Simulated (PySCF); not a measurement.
# [CeF4]−: forces at shaken geometries

How stiff is [CeF4]−? Its atoms are displaced at random by several amounts. It is a constructed species; whether it can be made isn't addressed.

Computed with PySCF 2.14.0. Level: TPSS, Ce lcecp-1-SVP with ECP47, F def2-SVP; scalar-relativistic core potentials, no spin–orbit coupling.

2 further runs of the same task are left out: 1 for a known fault of the program, 1 that didn't finish.

## 1. Starting geometry

5 atoms, charge -1, spin multiplicity 1.

Bond lengths: Ce1–F2 2.190 Å, Ce1–F3 2.190 Å, Ce1–F4 2.190 Å, Ce1–F5 2.190 Å. Angles: F2–Ce1–F3 109.5°, F2–Ce1–F4 109.5°, F2–Ce1–F5 109.5°, F3–Ce1–F4 109.5°, F3–Ce1–F5 109.5°, F4–Ce1–F5 109.5°.

As a file:

```
Ce    0.0000    0.0000    0.0000
F     1.2647    1.2647    1.2647
F    -1.2647   -1.2647    1.2647
F     1.2647   -1.2647   -1.2647
F    -1.2647    1.2647   -1.2647
```

Formal oxidation states: Ce +3. Each metal's 1 4f electrons lie in its core potential, so multiplicities, spins and levels count the valence alone. An earlier session relaxed this geometry at TPSS, Ce lcecp-1-SVP with ECP47, F def2-SVP (singlet, point group Td).

Its energy there is -431.721764 Eh.

## 2. Atoms moved at random, σ = 0.15 Å

Contents of run.py (the lines that set the calculation):

```python
mol = gto.M(atom='''
Ce    -0.05010    -0.04538     0.03633
F      1.08203     1.30886     1.22949
F     -1.20483    -1.38874     1.18090
F      1.45660    -1.25372    -1.21928
F     -1.28371     1.37897    -1.22744''',
    basis={'Ce': 'lcecp-1-SVP', 'F': 'def2-SVP'},
    ecp={'Ce': 'lcecp-1-SVP'},
    charge=-1, spin=0)
mf = dft.RKS(mol, xc='TPSS')
mf.grids.atom_grid = (50, 194)  # f atoms: unpruned, at least (60, 302)
mf = mf.density_fit()  # fitting sets: Ce AutoAux, F def2-universal-JKFIT
mf.conv_tol = 1e-08; mf.max_cycle = 55
mf.kernel(dm0)  # dm0: the density of the relaxed state
```

Command:

```sh
OMP_NUM_THREADS=2 python run.py
```

Standard output:

```text
init E= -431.706555517254
  HOMO = -0.110659913770709  LUMO = 0.107541157965805  gap/eV = 5.93755
cycle= 1 E= -431.711590796072  delta_E= -0.00504  |g|= 0.0969  |ddm|= 0.393
  HOMO = -0.0654104459543269  LUMO = 0.113979349067126  gap/eV = 4.88144
cycle= 2 E= -431.703673320372  delta_E= 0.00792  |g|= 0.23  |ddm|= 0.283
  HOMO = -0.0890115879621223  LUMO = 0.11426969070995  gap/eV = 5.53157
cycle= 3 E= -431.713859848712  delta_E= -0.0102  |g|= 0.0194  |ddm|= 0.172
  HOMO = -0.0892197838632328  LUMO = 0.114156079456258  gap/eV = 5.53414
cycle= 4 E= -431.713942880085  delta_E= -8.3e-05  |g|= 0.00935  |ddm|= 0.0275
  HOMO = -0.0901026072615233  LUMO = 0.114122735782175  gap/eV = 5.55725
cycle= 5 E= -431.713957431333  delta_E= -1.46e-05  |g|= 0.00279  |ddm|= 0.00782
  HOMO = -0.0901294438233897  LUMO = 0.114115751720806  gap/eV = 5.55779
cycle= 6 E= -431.713958873668  delta_E= -1.44e-06  |g|= 0.000396  |ddm|= 0.00213
  HOMO = -0.0901623969609793  LUMO = 0.114117603833023  gap/eV = 5.55874
cycle= 7 E= -431.713958893987  delta_E= -2.03e-08  |g|= 0.000246  |ddm|= 0.000409
  HOMO = -0.0901700267082561  LUMO = 0.114117401058927  gap/eV = 5.55894
cycle= 8 E= -431.713958905057  delta_E= -1.11e-08  |g|= 1.98e-05  |ddm|= 0.0002
  HOMO = -0.0901702348703368  LUMO = 0.114116684855237  gap/eV = 5.55893
cycle= 9 E= -431.713958905147  delta_E= -8.98e-11  |g|= 7.21e-06  |ddm|= 2.73e-05
  HOMO = -0.0901692075149581  LUMO = 0.114116776085378  gap/eV = 5.55890
Extra cycle  E= -431.713958905104  delta_E= 4.3e-11  |g|= 1.68e-05  |ddm|= 1.72e-05
converged SCF energy = -431.713958905104
```

Run time: 5.5 s. Hardware: 2 threads of Intel Xeon 6975P-C (Granite Rapids), shared host.

It gives: E = -431.713959 Eh (+0.212 eV from the relaxed state), HOMO -2.45 eV, LUMO 3.11 eV, Mulliken charge on Ce1 +0.98 e, largest force component 2.474 eV/Å. 

| atom | Fx | Fy | Fz (eV/Å) |
| --- | --- | --- | --- |
| Ce1 | 0.800 | 0.451 | -2.474 |
| F2 | 0.387 | 0.407 | 0.574 |
| F3 | -0.734 | -0.785 | 0.743 |
| F4 | -0.843 | 0.613 | 0.665 |
| F5 | 0.391 | -0.686 | 0.492 |

## 3. Atoms moved at random, σ = 0.1 Å

Contents of run.py (the lines that set the calculation):

```python
mol = gto.M(atom='''
Ce    -0.03019     0.05342    -0.07610
F      1.28257     1.30393     1.27105
F     -1.30796    -1.38777     1.23292
F      1.39341    -1.20841    -1.36774
F     -1.33783     1.23883    -1.06013''',
    basis={'Ce': 'lcecp-1-SVP', 'F': 'def2-SVP'},
    ecp={'Ce': 'lcecp-1-SVP'},
    charge=-1, spin=0)
mf = dft.RKS(mol, xc='TPSS')
mf.grids.atom_grid = (50, 194)  # f atoms: unpruned, at least (60, 302)
mf = mf.density_fit()  # fitting sets: Ce AutoAux, F def2-universal-JKFIT
mf.conv_tol = 1e-08; mf.max_cycle = 55
mf.kernel(dm0)  # dm0: the density of the relaxed state
```

Command:

```sh
OMP_NUM_THREADS=2 python run.py
```

Standard output:

```text
init E= -431.697624252209
  HOMO = -0.114027995923977  LUMO = 0.103390045686009  gap/eV = 5.91625
cycle= 1 E= -431.700997834195  delta_E= -0.00337  |g|= 0.11  |ddm|= 0.439
  HOMO = -0.0652204563677274  LUMO = 0.111528491623641  gap/eV = 4.80958
cycle= 2 E= -431.691063189925  delta_E= 0.00993  |g|= 0.259  |ddm|= 0.331
  HOMO = -0.0871830834362429  LUMO = 0.112371390618655  gap/eV = 5.43015
cycle= 3 E= -431.70405746092  delta_E= -0.013  |g|= 0.0234  |ddm|= 0.194
  HOMO = -0.0867929307186156  LUMO = 0.112447814326  gap/eV = 5.42162
cycle= 4 E= -431.704167969994  delta_E= -0.000111  |g|= 0.0147  |ddm|= 0.0356
  HOMO = -0.0881620999607797  LUMO = 0.112394499564125  gap/eV = 5.45742
cycle= 5 E= -431.704205233372  delta_E= -3.73e-05  |g|= 0.0033  |ddm|= 0.0115
  HOMO = -0.0881902213128699  LUMO = 0.112383763511517  gap/eV = 5.45790
cycle= 6 E= -431.704207247513  delta_E= -2.01e-06  |g|= 0.00056  |ddm|= 0.00251
  HOMO = -0.0882406395682669  LUMO = 0.112385746756107  gap/eV = 5.45932
cycle= 7 E= -431.704207288349  delta_E= -4.08e-08  |g|= 0.000319  |ddm|= 0.000583
  HOMO = -0.0882394732509376  LUMO = 0.112385853582495  gap/eV = 5.45929
cycle= 8 E= -431.704207307067  delta_E= -1.87e-08  |g|= 2.4e-05  |ddm|= 0.000262
  HOMO = -0.0882401403301778  LUMO = 0.112384850926066  gap/eV = 5.45928
cycle= 9 E= -431.704207307205  delta_E= -1.38e-10  |g|= 8.08e-06  |ddm|= 3.32e-05
  HOMO = -0.0882388266895296  LUMO = 0.112384929436196  gap/eV = 5.45925
Extra cycle  E= -431.704207307153  delta_E= 5.12e-11  |g|= 1.88e-05  |ddm|= 1.96e-05
converged SCF energy = -431.704207307153
```

It took 5.5 s on 2 threads of Intel Xeon 6975P-C (Granite Rapids), shared host.

It gives: E = -431.704207 Eh (+0.478 eV from the relaxed state), HOMO -2.40 eV, LUMO 3.06 eV, Mulliken charge on Ce1 +0.98 e, largest force component 3.140 eV/Å. 

| atom | Fx | Fy | Fz (eV/Å) |
| --- | --- | --- | --- |
| Ce1 | 2.622 | -3.140 | 2.547 |
| F2 | -0.580 | -0.409 | -0.581 |
| F3 | 0.777 | 0.956 | -0.860 |
| F4 | -0.840 | 0.727 | 0.538 |
| F5 | -1.979 | 1.866 | -1.643 |

## 4. Atoms moved at random, σ = 0.15 Å

Contents of run.py (the lines that set the calculation):

```python
mol = gto.M(atom='''
Ce     0.11619    -0.07515     0.06071
F      1.03320     1.22327     1.18073
F     -1.39903    -1.26398     1.41548
F      1.52634    -1.09684    -1.40289
F     -1.27669     1.21270    -1.25404''',
    basis={'Ce': 'lcecp-1-SVP', 'F': 'def2-SVP'},
    ecp={'Ce': 'lcecp-1-SVP'},
    charge=-1, spin=0)
mf = dft.RKS(mol, xc='TPSS')
mf.grids.atom_grid = (50, 194)  # f atoms: unpruned, at least (60, 302)
mf = mf.density_fit()  # fitting sets: Ce AutoAux, F def2-universal-JKFIT
mf.conv_tol = 1e-08; mf.max_cycle = 55
mf.kernel(dm0)  # dm0: the density of the relaxed state
```

Command:

```sh
OMP_NUM_THREADS=2 python run.py
```

Standard output:

```text
init E= -431.689790319972
  HOMO = -0.116014605911218  LUMO = 0.0914035750358764  gap/eV = 5.64414
cycle= 1 E= -431.681305802207  delta_E= 0.00848  |g|= 0.167  |ddm|= 0.699
  HOMO = -0.0504708007466621  LUMO = 0.110173857539856  gap/eV = 4.37136
cycle= 2 E= -431.662029290054  delta_E= 0.0193  |g|= 0.368  |ddm|= 0.481
  HOMO = -0.081569635990192  LUMO = 0.110622448546454  gap/eV = 5.22981
cycle= 3 E= -431.688109071301  delta_E= -0.0261  |g|= 0.0425  |ddm|= 0.284
  HOMO = -0.0803326465393018  LUMO = 0.110184406749354  gap/eV = 5.18423
cycle= 4 E= -431.688439213822  delta_E= -0.00033  |g|= 0.0254  |ddm|= 0.0621
  HOMO = -0.0822193392080982  LUMO = 0.110064080952522  gap/eV = 5.23230
cycle= 5 E= -431.688549194322  delta_E= -0.00011  |g|= 0.00489  |ddm|= 0.019
  HOMO = -0.0823053708190857  LUMO = 0.110062305714226  gap/eV = 5.23459
cycle= 6 E= -431.688553490881  delta_E= -4.3e-06  |g|= 0.00122  |ddm|= 0.00399
  HOMO = -0.0823421969255974  LUMO = 0.110065614239762  gap/eV = 5.23568
cycle= 7 E= -431.688553716773  delta_E= -2.26e-07  |g|= 0.000541  |ddm|= 0.0012
  HOMO = -0.0823439616654332  LUMO = 0.110067821474004  gap/eV = 5.23579
cycle= 8 E= -431.688553771712  delta_E= -5.49e-08  |g|= 4.75e-05  |ddm|= 0.000481
  HOMO = -0.082343838222808  LUMO = 0.110066170176399  gap/eV = 5.23574
cycle= 9 E= -431.688553772248  delta_E= -5.36e-10  |g|= 1.69e-05  |ddm|= 6.95e-05
  HOMO = -0.082346723135317  LUMO = 0.110066334946225  gap/eV = 5.23583
Extra cycle  E= -431.688553772007  delta_E= 2.41e-10  |g|= 4e-05  |ddm|= 4.27e-05
converged SCF energy = -431.688553772007
```

Wall time 5.2 s (2 threads of Intel Xeon 6975P-C (Granite Rapids), shared host).

Read off: E = -431.688554 Eh (+0.904 eV from the relaxed state), HOMO -2.24 eV, LUMO 3.00 eV, Mulliken charge on Ce1 +0.96 e, largest force component 4.271 eV/Å. 

| atom | Fx | Fy | Fz (eV/Å) |
| --- | --- | --- | --- |
| Ce1 | -4.271 | -3.801 | -3.810 |
| F2 | 2.706 | 3.552 | 3.162 |
| F3 | 1.149 | 0.642 | -0.847 |
| F4 | -0.469 | 0.336 | 0.722 |
| F5 | 0.886 | -0.729 | 0.772 |

## 5. Results

| σ (Å) | energy rise (eV) | harmonic estimate −½ F·u (eV) | largest force component (eV/Å) |
| --- | --- | --- | --- |
| 0.15 | 0.212 | 0.212 | 2.47 |
| 0.1 | 0.478 | 0.479 | 3.14 |
| 0.15 | 0.904 | 0.947 | 4.27 |

Every displacement raises the energy. For a harmonic well the rise equals −½ F·u; the two differ by at most 5 % here (a move with σ = 0.15 Å), from anharmonicity, the grid and the small forces left at the relaxed point. These are double-zeta-type bases without diffuse functions. Spin–orbit coupling is left out.
